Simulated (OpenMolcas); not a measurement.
**BH3O3 (boric acid): S12g/6-31G(d) (spherical functions)**

What is the vertical ionisation energy of BH3O3 (boric acid) at S12g/6-31G* (spherical functions)? 

The results are computed with OpenMolcas 26.06.

### Step 1. Starting point

The species is BH3O3 (7 atoms), meant as a singlet with charge 0. As SMILES, `OB(O)O`. Geometry: relaxed at PBE0-D4/def2-TZVP. This is a higher conformer, about 20 kJ/mol above the lowest found by a separate search.

Bond lengths: O1–B2 1.367 Å, B2–O3 1.360 Å, B2–O4 1.376 Å, O1–H5 0.957 Å, O3–H6 0.959 Å, O4–H7 0.957 Å. Angles: O1–B2–O3 116.5°, O1–B2–O4 125.2°, O3–B2–O4 118.3°, B2–O1–H5 115.3°, B2–O3–H6 111.6°, B2–O4–H7 115.8°.

### Step 2. The energy at S12g/6-31G(d) (spherical functions)

Contents of job.inp:

```
* BH3O3 Kohn-Sham DFT

&gateway
 baslib=$CurrDir
 coord
 7
 angstrom
 O       -1.109700       0.802600       0.321900
 B       -0.012200      -0.006800       0.228700
 O        0.501200      -0.469300       1.400100
 O        0.600700      -0.381300      -0.945400
 H       -1.457400       1.118600      -0.511500
 H        1.266800      -1.028200       1.254500
 H        0.210500      -0.035700      -1.748300
 basis=6-31Gs
 group=NoSym

&seward

&scf
 ksdft=S12G
 prorbitals=1 1
```

The basis set 6-31G* is read from a file made from the Basis Set Exchange's data (not shown).

Started as:

```sh
export MOLCAS_MEM=1860
pymolcas job.inp > job.log
```

Output:

```text
--- Start Module: gateway ---
[...]
--- Stop Module: gateway /rc=_RC_ALL_IS_WELL_ ---
--- Start Module: seward ---
[...]
      Basis functions           62
--- Stop Module: seward /rc=_RC_ALL_IS_WELL_ ---
[...]
--- Start Module: scf ---
[...]
       Convergence after  14 Iterations
[...]
::    Total KS-DFT energy                            -252.4155193780
[...]
      Total spin, S                                     0.0000000000
[...]
      Total electronic charge=   32.000000
      Total            charge=   -0.000000
[...]
      Dipole Moment (debye):
      Origin of the operator (angstrom)=   -0.0039   -0.0127    0.2246
                   X=  1.5466E-02               Y=  1.9601E-01               Z= -2.9999E+00           Total=  3.0064E+00
      Quadrupole Moment (debye*angstrom):
[...]
--- Stop Module: scf /rc=_RC_ALL_IS_WELL_ ---
[...]
```

It took 6.3 s on 1 thread of Arm Neoverse V1, shared host; peak memory 0.4 GiB.

### Step 3. The doublet cation

Contents of job.inp:

```
* BH3O3 Kohn-Sham DFT
>>> EXPORT MOLCAS_PRINT=2
&gateway
baslib
$CurrDir
coord
7
angstrom
O       -1.109700       0.802600       0.321900
B       -0.012200      -0.006800       0.228700
O        0.501200      -0.469300       1.400100
O        0.600700      -0.381300      -0.945400
H       -1.457400       1.118600      -0.511500
H        1.266800      -1.028200       1.254500
H        0.210500      -0.035700      -1.748300
basis
6-31Gs
group
NoSym
&seward
&scf
uhf
charge
1
spin
2
ksdft
S12G
prorbitals
1 1
```

The basis set 6-31G* is read from a file made from the Basis Set Exchange's data (not shown).

Started as:

```sh
export MOLCAS_MEM=1860
pymolcas job.inp > job.log
```

Output:

```text
--- Start Module: gateway ---
[...]
--- Stop Module: gateway /rc=_RC_ALL_IS_WELL_ ---
--- Start Module: seward ---
[...]
      Basis functions           62
--- Stop Module: seward /rc=_RC_ALL_IS_WELL_ ---
[...]
--- Start Module: scf ---
[...]
       Convergence after  42 Iterations
[...]
::    Total KS-DFT energy                            -252.0107165616
[...]
      Total spin, S                                     0.5017487811
[...]
      Total electronic charge=   31.000000
      Total            charge=    1.000000
[...]
      Dipole Moment (debye):
      Origin of the operator (angstrom)=   -0.0039   -0.0127    0.2246
                   X= -9.9587E-01               Y=  1.2165E+00               Z= -6.8909E+00           Total=  7.0679E+00
      Center of Charge (angstrom)
[...]
--- Stop Module: scf /rc=_RC_ALL_IS_WELL_ ---
[...]
```

Run time: 20 s. Hardware: 1 thread of Arm Neoverse V1, shared host; peak memory 0.4 GiB.

### Step 4. What came out

At S12g/6-31G* (spherical functions):

| quantity | value |
| --- | --- |
| singlet BH3O3: total energy | -252.41552 Eh |
| singlet BH3O3: dipole moment | 3.01 D |
| singlet BH3O3: HOMO energy | -6.85 eV |
| singlet BH3O3: LUMO energy | 0.47 eV |
| singlet BH3O3: HOMO–LUMO gap | 7.32 eV |
| doublet cation: total energy | -252.01072 Eh |
| doublet cation: HOMO energy (highest over α and β) | -15.07 eV |
| doublet cation: LUMO energy (lowest over α and β) | -14.64 eV |
| doublet cation: ⟨S²⟩ | 0.754 |
| vertical ionisation energy (to the doublet cation) | 11.015 eV |

What this shows: The vertical ionisation energy comes to 11.02 eV (1063 kJ/mol). −ε(HOMO) before ionisation, 6.85 eV, is 4.16 eV below this ionisation energy. Mulliken charges (doublet cation) run from -0.75 on O3 to +0.58 on B2; they depend strongly on the basis.
